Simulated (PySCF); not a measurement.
# HI+: bond curves at several levels of theory

The task here is to estimate one member of a computed series from the others.

Computed with PySCF 2.14.0. Level: H cc-pVTZ, I cc-pVTZ-PP with ECP28, scalar-relativistic core potentials.

Set-up of the first run:

Settings of the job:

```yaml
atoms: H, I
charge: 1
basis: H cc-pVTZ, I cc-pVTZ-PP with ECP28
Hamiltonian: scalar-relativistic core potentials
basis_functions: 53
electrons_treated: 25
masses_in_u: 1.0078, 126.9045
levels: PBE0, PBE, r²SCAN, PBEsol, B97-3, M06-L, LC-ωPBE, HF, MP2, SCS-MP2, CCSD, CCSD(T)
grid: 80 radial by 434 angular points
occupations: held fixed by the projection of orbital angular momentum
dissociation_limit: H + I+, each in its ground configuration
starting_distance_in_angstrom: 1.730
values_of_2S_to_try: 1, 3
```

Run with:

```sh
OMP_NUM_THREADS=1 python dia.py task.json out
```

Steps of the session up to this table: Input; PBE0 along the bond; Excited determinants; PBE (GGA); r²SCAN; PBEsol; B97-3 (global hybrid GGA); M06-L; LC-ωPBE; UHF; MP2 and coupled cluster.

One table of the session follows, with a row left open; its other results are not shown here.

It belongs to the step «Constants by level of theory». 

```
      level  Re (Å)  ωe (cm⁻¹)  De (eV)
        UHF   1.622       2343     2.21
    UHF-MP2   1.623       2303     3.17
UHF-SCS-MP2   1.625       2295     3.22
   UHF-CCSD   1.630       2254     3.24
UHF-CCSD(T)       ?          ?        ?
        PBE   1.655       2133     3.41
     PBEsol   1.655       2133     3.61
     r²SCAN   1.642       2198     3.38
      M06-L   1.640       2230     3.40
       PBE0   1.640       2220     3.33
      B97-3   1.639       2225     3.30
    LC-ωPBE   1.627       2309     3.24
```

Estimate the missing values for UHF-CCSD(T).

As computed: Re (Å): 1.632; ωe (cm⁻¹): 2235; De (eV): 3.29. In the column «Re (Å)» it lies between UHF-CCSD (1.630) and B97-3 (1.639).
